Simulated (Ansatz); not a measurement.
**CH3F2Ga: how energies converge with the basis set**

The task here is to estimate one member of a computed series from the others.

Computed with Ansatz 0.2.0, Gaussian basis. Level: one geometry, several basis sets.

Levels to be run: PBE0-D4/def2-SVP; ωB97M-V/def2-SVP; PBE0-D4/def2-QZVPP; ωB97M-V/def2-QZVPP; the functionals' def2-TZVPP values are taken from earlier runs.

## The geometry

The geometry comes from an earlier relaxation with PBE0-D4 in a triple-zeta def2 set; it is a stationary point, not always the lowest conformer.

SMILES `F[CH2][GaH][F]`, 7 atoms, charge 0, spin multiplicity 1.

Atoms are counted from 1 here; the program's logs count them from 0.

Bond lengths: F1–C2 1.389 Å, C2–Ga3 1.980 Å, C2–H5 1.095 Å, C2–H6 1.095 Å, Ga3–F4 1.764 Å, Ga3–H7 1.554 Å. Angles: F1–C2–Ga3 111.3°, F1–C2–H5 108.6°, F1–C2–H6 108.6°, Ga3–C2–H5 110.5°, Ga3–C2–H6 110.5°, H5–C2–H6 107.3°, C2–Ga3–F4 111.5°, C2–Ga3–H7 133.4°, F4–Ga3–H7 115.1°.

Set-up of the first run:

in.yaml reads:

```yaml
crystal:
  periodic: [false, false, false]
  atoms:
    - {symbol: F, position_ang: [0.512900, 1.851453, 0.293100]}
    - {symbol: C, position_ang: [-0.284160, 0.728240, 0.470631]}
    - {symbol: Ga, position_ang: [0.394365, -0.806990, -0.579611]}
    - {symbol: F, position_ang: [-0.614114, -2.237080, -0.358781]}
    - {symbol: H, position_ang: [-1.307516, 0.976359, 0.170659]}
    - {symbol: H, position_ang: [-0.307946, 0.483078, 1.537466]}
    - {symbol: H, position_ang: [1.606470, -0.995061, -1.533453]}
basis:
  gaussian: {orbitals: def2-SVP}
hamiltonian: {xc: pbe0, dispersion: d4}
output: {orbitals: {seedname: orbitals}}
```

On the command line:

```console
$ ansatz run in.yaml --threads 2 --pin off --events-out ev --progress --plain --max-ram 4352MiB
```

Steps of the session up to this table: PBE0-D4 in def2-SVP; ωB97M-V in def2-SVP; PBE0-D4 in def2-QZVPP; ωB97M-V in def2-QZVPP.

One table of the session follows, with a row left open; its other results are not shown here.

```
functional       basis  HOMO (eV)  LUMO (eV)
   PBE0-D4    def2-SVP          ?          ?
   PBE0-D4  def2-TZVPP      -8.29      -1.42
   PBE0-D4  def2-QZVPP      -8.33      -1.48
   ωB97M-V    def2-SVP     -10.38       0.41
   ωB97M-V  def2-TZVPP     -10.54       0.26
   ωB97M-V  def2-QZVPP     -10.59       0.07
```

Estimate the missing values for PBE0-D4, def2-SVP.

**Answer.** HOMO (eV): -8.16; LUMO (eV): -1.33. In the column «HOMO (eV)» it is the highest.
